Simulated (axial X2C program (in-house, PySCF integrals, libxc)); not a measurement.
**As₂: properties at the nuclei**

Wanted for As₂: properties at the nuclei, at the two-component level.

Computed with an in-house X2C program for linear molecules on PySCF integrals. Level: two-component X2C with atomic mean-field terms, As dyall-cv3z.

All values are calculated.

### Step 1. The job

task.json reads:

```json
{
 "zs": [
  33,
  33
 ],
 "q": 0,
 "bas": [
  "dyall-cv3z",
  "dyall-cv3z"
 ],
 "r0": 2.42,
 "levels": [
  "PBE0",
  "HF",
  "PBE50",
  "TPSSh",
  "BP86"
 ],
 "nst": 3
}
```

Keys: zs atomic numbers; q charge; bas basis sets; r0 starting distance in Å; levels methods (HF also brings MP2); nst determinants followed.

Command:

```sh
$ python soeom.py task.json out
```

Nuclei are Gaussian, cores are contracted, and the Gaunt term is on.

### Step 2. Expectation values, lowest determinant

R = 2.085 Å. State: Ω = 0 (closed shell).

Output of the PBE0 run:

```text
two-component X2C + atomic mean field  PBE0
basis functions 206  fitting functions 1178  grid points 5800
iter        total energy     max residual
   1      -4519.678889600     2.99e-06
   2      -4519.678889600     3.53e-06
converged
one-electron -6841.34731757  Coulomb 2215.07463837  exact exchange -41.29423333  xc functional -126.89258516  nuclear repulsion 276.39039937  atomic mean-field constant -1.60979128
```

The highest occupied spinor is 95% As p, 4% As d.

```csv
level,qzz As (a.u.)
PBE0,-3.24
HF,-3.82
PBE50,-3.43
TPSSh,-3.10
BP86,-3.05
```

A∥ is the parallel hyperfine constant, which follows by multiplying with the nuclear g factor gI = μI/(I μN); qzz is the electric field gradient, eQq0 = 234.96 MHz × Q/barn × qzz. The operators were transformed with the bare-nucleus X2C matrices.

### Step 3. Expectation values, a higher determinant

R = 2.085 Å. State: Ω = 1 (excess of +ω over −ω: ω = -1/2, ω = 3/2), 2.39 eV above the lowest in the PBE0 search for states (made at or near this distance, with looser thresholds).

Output of the PBE0 run:

```text
two-component X2C + atomic mean field  PBE0
basis functions 206  fitting functions 1178  grid points 5800
iter        total energy     max residual
   1      -4519.591071722     3.11e-05
   2      -4519.591071738     1.14e-05
   3      -4519.591071740     7.11e-06
converged
one-electron -6841.15099918  Coulomb 2215.00459926  exact exchange -41.31126936  xc functional -126.91401055  nuclear repulsion 276.39039937  atomic mean-field constant -1.60979128
```

The highest occupied spinor is 87% As p, 11% As d.

```csv
level,A∥/gI As (MHz),qzz As (a.u.)
PBE0,-297,-2.81
HF,-265,-3.16
PBE50,-290,-2.91
TPSSh,-274,-2.71
BP86,-283,-2.72
```

### Step 4. Summary of results

| quantity | value |
| --- | --- |
| lowest determinant | Ω = 0 (closed shell) |
| qzz As (a.u.), PBE0 | -3.24 |
| higher determinant | Ω = 1 (excess of +ω over −ω: ω = -1/2, ω = 3/2) |
| A∥/gI As (MHz), PBE0, higher determinant | -297 |
| qzz As (a.u.), PBE0, higher determinant | -2.81 |

**Reading.** The expectation values come from single determinants, which for open shells can mix terms of unlike spin or miss the lowest Ω, so a determinant need not be a state. A∥ is the parallel hyperfine constant, which follows by multiplying with the nuclear g factor gI = μI/(I μN); qzz is the electric field gradient, eQq0 = 234.96 MHz × Q/barn × qzz. The operators were transformed with the bare-nucleus X2C matrices.
